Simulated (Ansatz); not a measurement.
Geometry optimisation, DFT PBE-D3(BJ), scalar-relativistic, plane waves, PAW in Ansatz.

input.yaml

```yaml
crystal:
  lattice:
    - [8.8332, 0.0, 0.0]
    - [0.0, 8.8332, 0.0]
    - [0.0, 0.0, 8.8332]
  atoms:
    - { symbol: Mg, position: [0.5034057, -0.0044645, -0.0004774] }
    - { symbol: O, position: [0.7533035, 0.2435812, 0.2472319] }
    - { symbol: Mg, position: [0.7499503, 0.2533308, 0.0001826] }
    - { symbol: O, position: [3.98e-05, 0.4967782, 0.249528] }
    - { symbol: Mg, position: [0.7503403, 0.0025136, 0.2504054] }
    - { symbol: O, position: [7.13e-05, 0.2461658, 0.5009943] }
    - { symbol: Mg, position: [-0.0046245, -0.0003079, 0.0007356] }
    - { symbol: O, position: [0.2495081, 0.2499364, 0.2509412] }
    - { symbol: Mg, position: [0.2556222, 0.2481847, -6.61e-05] }
    - { symbol: Mg, position: [0.5000129, 0.498459, -1.97e-05] }
    - { symbol: O, position: [0.7487453, 0.752152, 0.2518729] }
    - { symbol: Mg, position: [0.7507666, 0.7495786, 0.0034546] }
    - { symbol: O, position: [-0.0007572, -0.0013563, 0.2507165] }
    - { symbol: Mg, position: [0.2485338, -0.0018709, 0.2506704] }
    - { symbol: O, position: [0.4960845, 0.2501311, 0.4962523] }
    - { symbol: Mg, position: [0.5017517, 0.2513296, 0.2473549] }
    - { symbol: O, position: [0.7491022, 0.4964263, 0.4974] }
    - { symbol: Mg, position: [0.7491373, 0.4985948, 0.2545993] }
    - { symbol: O, position: [-0.0005545, 0.7523483, 0.4918676] }
    - { symbol: Mg, position: [0.5026871, -0.0017078, 0.5018019] }
    - { symbol: O, position: [0.7535681, 0.2456208, 0.7464915] }
    - { symbol: Mg, position: [0.746102, 0.2497852, 0.5061507] }
    - { symbol: O, position: [0.0024283, 0.4988158, 0.7476522] }
    - { symbol: Mg, position: [0.751026, 0.0029473, 0.7509115] }
    - { symbol: O, position: [-0.0044841, 0.2506168, 0.0012848] }
    - { symbol: Mg, position: [0.0004622, 0.5113255, -0.0022414] }
    - { symbol: O, position: [0.2559168, 0.7489772, 0.2499053] }
    - { symbol: Mg, position: [0.2517323, 0.7490051, 0.0006476] }
    - { symbol: O, position: [0.501309, 0.0030672, 0.2479737] }
    - { symbol: Mg, position: [-0.0005237, 0.2487787, 0.2443674] }
    - { symbol: O, position: [0.2486037, 0.497895, 0.4962373] }
    - { symbol: Mg, position: [0.2525823, 0.5077933, 0.2546944] }
    - { symbol: O, position: [0.5025442, 0.7506458, 0.5069092] }
    - { symbol: Mg, position: [0.4983258, 0.746686, 0.2486281] }
    - { symbol: O, position: [0.7491707, 0.0019512, 0.5039317] }
    - { symbol: Mg, position: [-0.0023933, 0.0009476, 0.5001328] }
    - { symbol: O, position: [0.2497364, 0.2512861, 0.7473071] }
    - { symbol: Mg, position: [0.2456485, 0.2486356, 0.4970856] }
    - { symbol: O, position: [0.5008804, 0.5023495, 0.7483881] }
    - { symbol: Mg, position: [0.4930793, 0.4986298, 0.4981954] }
    - { symbol: O, position: [0.7492423, 0.7438063, 0.7487713] }
    - { symbol: Mg, position: [0.7465791, 0.7501774, 0.5065759] }
    - { symbol: O, position: [9.71e-05, 0.0081112, 0.7529588] }
    - { symbol: Mg, position: [0.2454096, -0.00087, 0.7470059] }
    - { symbol: O, position: [0.5070933, 0.2517646, 0.0030735] }
    - { symbol: Mg, position: [0.5050651, 0.2492598, 0.7536157] }
    - { symbol: O, position: [0.7527588, 0.5008978, 0.0049689] }
    - { symbol: Mg, position: [0.7564433, 0.5036251, 0.7501088] }
    - { symbol: O, position: [-0.0012283, 0.7433504, -0.0009247] }
    - { symbol: Mg, position: [0.0044961, 0.7479486, 0.2561708] }
    - { symbol: O, position: [0.2480401, -0.0002685, 0.4941481] }
    - { symbol: Mg, position: [0.0010735, 0.4967711, 0.4999624] }
    - { symbol: O, position: [0.246399, 0.7465945, 0.745291] }
    - { symbol: Mg, position: [0.2502578, 0.7464584, 0.4974953] }
    - { symbol: O, position: [0.5030604, 0.0040591, 0.7443912] }
    - { symbol: Mg, position: [-0.00083, 0.2494013, 0.7450395] }
    - { symbol: O, position: [0.2513279, 0.497957, 0.0020086] }
    - { symbol: Mg, position: [0.2518015, 0.49914, 0.7530393] }
    - { symbol: O, position: [0.4996014, 0.7466658, 0.0032205] }
    - { symbol: Mg, position: [0.5003015, 0.7447814, 0.7496752] }
    - { symbol: O, position: [0.7462599, 0.000646, 0.0055497] }
    - { symbol: Mg, position: [-0.0023743, 0.7500054, 0.7492666] }
    - { symbol: O, position: [0.2521275, 0.0003254, 6.08e-05] }
basis:
  ecutwfc: 420.0
kpoints:
  mp_grid: { grid: [1, 1, 1] }
hamiltonian:
  xc: pbe
  dispersion: d3bj
  pseudopotentials: { kind: paw, azcp: { folder: soft_1 } }
scf:
  occupations: { method: gaussian, width: 0.05 }
  lower_state_search: "off"
relax:
  f_tol: 0.03
  max_steps: 60
  adjacent_minimum: "off"
output:
  write_density: true
  write_potential: true
  elf: true
  volumetric_format: npy
```

Command:

```bash
$ ansatz run input.yaml --threads 4 --pin off --max-ram 10240MiB --backend cpu --events-out ev --progress --plain --runs-dir out
```

Q: Where does it end, and by what steps?

A: The forces met the threshold. Limits of this set-up: coarse k mesh. After 3 steps the energy has fallen by 0.780 eV; Mg32 moved furthest, 0.13 Å.

| step | energy less start (eV) | largest force component (eV/Å) | accepted |
| --- | --- | --- | --- |
| 0 | 0.0000 | 1.025 | yes |
| 1 | -0.5293 | 0.451 | yes |
| 2 | -0.7794 | 0.032 | yes |
| 3 | -0.7804 | 0.004 | yes |

```xyz
63
Lattice="8.8332 0.0000 0.0000 0.0000 8.8332 0.0000 0.0000 0.0000 8.8332" Properties=species:S:1:pos:R:3
Mg 4.418 -0.003 -0.020
O 6.630 2.202 2.209
Mg 6.627 2.205 0.000
O 0.002 4.413 2.209
Mg 6.647 -0.003 2.209
O 0.002 2.205 4.416
Mg 0.002 -0.003 -0.006
O 2.207 2.202 2.209
Mg 2.210 2.205 0.000
Mg 4.418 4.413 -0.082
O 6.630 6.625 2.208
Mg 6.627 6.622 0.000
O 0.002 -0.003 2.209
Mg 2.190 -0.003 2.209
O 4.418 2.202 4.420
Mg 4.418 2.123 2.209
O 6.630 4.413 4.420
Mg 6.709 4.413 2.208
O 0.002 6.621 4.416
Mg 4.418 -0.003 4.437
O 6.626 2.205 6.625
Mg 6.627 2.205 4.417
O 0.002 4.413 6.625
Mg 6.633 -0.003 6.625
O 0.002 2.205 0.001
Mg 0.002 4.413 -0.020
O 2.206 6.625 2.208
Mg 2.210 6.622 0.000
O 4.418 -0.003 2.209
Mg 0.002 2.185 2.209
O 2.207 4.413 4.420
Mg 2.128 4.413 2.209
O 4.418 6.625 4.420
Mg 4.418 6.704 2.208
O 6.626 -0.003 4.416
Mg 0.002 -0.003 4.423
O 2.210 2.205 6.625
Mg 2.210 2.205 4.417
O 4.418 4.413 6.625
Mg 4.418 4.413 4.499
O 6.626 6.621 6.625
Mg 6.627 6.622 4.417
O 0.002 -0.003 6.625
Mg 2.204 -0.003 6.625
O 4.418 2.202 -0.003
Mg 4.418 2.185 6.625
O 6.630 4.413 -0.003
Mg 6.647 4.413 6.625
O 0.002 6.621 0.001
Mg 0.002 6.642 2.209
O 2.210 -0.003 4.416
Mg 0.002 4.413 4.437
O 2.210 6.621 6.625
Mg 2.210 6.622 4.417
O 4.418 -0.003 6.625
Mg 0.002 2.199 6.625
O 2.207 4.413 -0.003
Mg 2.190 4.413 6.625
O 4.418 6.625 -0.003
Mg 4.418 6.642 6.625
O 6.626 -0.003 0.001
Mg 0.002 6.628 6.625
O 2.210 -0.003 0.001
```

The run took 21 s on 4 threads of Arm Neoverse V2, on a shared host, peak memory 0.89 GiB.
